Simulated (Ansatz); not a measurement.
Input of an Ansatz 0.2.0 run:

The input input.yaml:

```yaml
crystal:
  lattice:
    - [-1.37004, 1.37004, 9.71647]
    - [1.37004, -1.37004, 9.71647]
    - [1.37004, 1.37004, -9.71647]
  atoms:
    - { symbol: Ni, position: [0.19862, 0.19862, 0.0], spin: 1.0 }
    - { symbol: Mo, position: [0.60922, 0.60922, 0.0], spin: 1.0 }
    - { symbol: Pd, position: [0.7931, 0.7931, 0.0] }
    - { symbol: Ir, position: [0.39944, 0.39944, 0.0], spin: 0.6 }
    - { symbol: W, position: [0.99565, 0.99565, 0.0] }
hamiltonian:
  xc: r2scan
  pseudopotentials: { kind: paw }
magnetization:
  spin_polarized: true
kpoints:
  mp_grid: { grid: [13, 13, 13] }
  band_path:
    path:
      - [[0.0, 0.0, 0.0], [-0.5, 0.5, 0.0], [-0.5, 0.5, -0.0099407573], [-0.2549703786, 0.2549703786, -0.2549703786], [0.0, 0.0, 0.0], [0.5, 0.5, -0.5], [0.2549703786, 0.7450296214, -0.7450296214], [0.0, 0.5, -0.5], [-0.25, 0.75, -0.25], [0.0099407573, 0.9900592427, -0.5], [0.5, 0.5, -0.5]]
      - [[-0.5, 0.5, 0.0], [-0.25, 0.75, -0.25]]
    npoints: 14
scf:
  occupations: { method: fermi_dirac, width: 0.05 }
  n_extra_bands: 12
output:
  forces: true
  stress: true
  eigenvalues: true
  fatbands: false
```

Potentials or basis: Ansatz PAW.

Launch:

```sh
$ ansatz run input.yaml --threads 8 --pin off --max-ram 20480MiB --backend cpu --events-out ev --progress --plain --runs-dir out
```

(1) Estimate the pressure.

(2) Predict the band gap on the k mesh.

(3) What does it give for the net moment?

(4) Estimate the absolute moment.

## Answers

(1) -5.5 GPa.

(2) none (metal or under the smearing width).

(3) 0.00 μB per cell.

(4) 0.00 μB per cell.

Caveat: the magnetic or orbital state may not be the lowest; spin-orbit coupling is left out, which moves the levels of the heavy elements; the PAW data sets come from PBE, with cores solved anew for the run's functional, which leaves a small shift of forces and pressure; the starting moments weren't kept.
